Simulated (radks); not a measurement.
**Ar⁴⁺ in [Ne] 3s2 3p2: an all-electron calculation**

An exercise on one series of results from a longer session: the logs are not shown, and one member is left open.

Method: scalar-relativistic Kohn-Sham, r2SCAN, spin-polarised, spherical densities, finite nucleus; open shells are filled with parallel spins first. Code: radks (a radial shooting solver on a logarithmic mesh, Libxc functionals) version 1.

## Starting point

```
element            : argon (Z = 18)
charge             : +4
electrons          : 14
configuration      : [Ne] 3s2 3p2
nuclear rms radius : 3.4274 fm
```

Outer shells as boxes (Hund's rule):

Ar⁴⁺
```
[Ne] core
3s [↑↓]
3p [↑ ][↑ ][  ]
```

The first run:

Settings of this run:

```text
Z 18
configuration [Ne] 3s2 3p2
relativity scalar-relativistic
functional r2scan,r2scan
spin polarised
nucleus finite rms 3.4274 fm
c 137.035999084
```

One table of the session follows, with a row left open; its other results are not shown here.

It belongs to the step «Shells». Radial moments (bohr):

```
  level      <r>  outermost maximum (interpolated)  90 % within  nodes
  1s up  0.08573                            0.0561        0.153      0
1s down  0.08571                            0.0561        0.153      0
  2s up   0.4114                             0.337        0.641      1
2s down        ?                                 ?            ?      ?
  2p up   0.3744                             0.280        0.619      0
2p down   0.3743                             0.281        0.618      0
  3s up    1.254                              1.11         1.85      2
3s down    1.264                              1.11         1.87      2
  3p up    1.331                              1.17         1.99      1
3p down    1.344                              1.17         2.02      1
```

Q: Estimate the row for 2s down from the others.

As computed: <r>: 0.4112; outermost maximum (interpolated): 0.338; 90 % within: 0.641; nodes: 1. In the column «<r>» it lies between 2p up (0.3744) and 2s up (0.4114).

Caveats from the session: Open shells are spherical and high-spin; term and fine-structure splittings are not resolved.
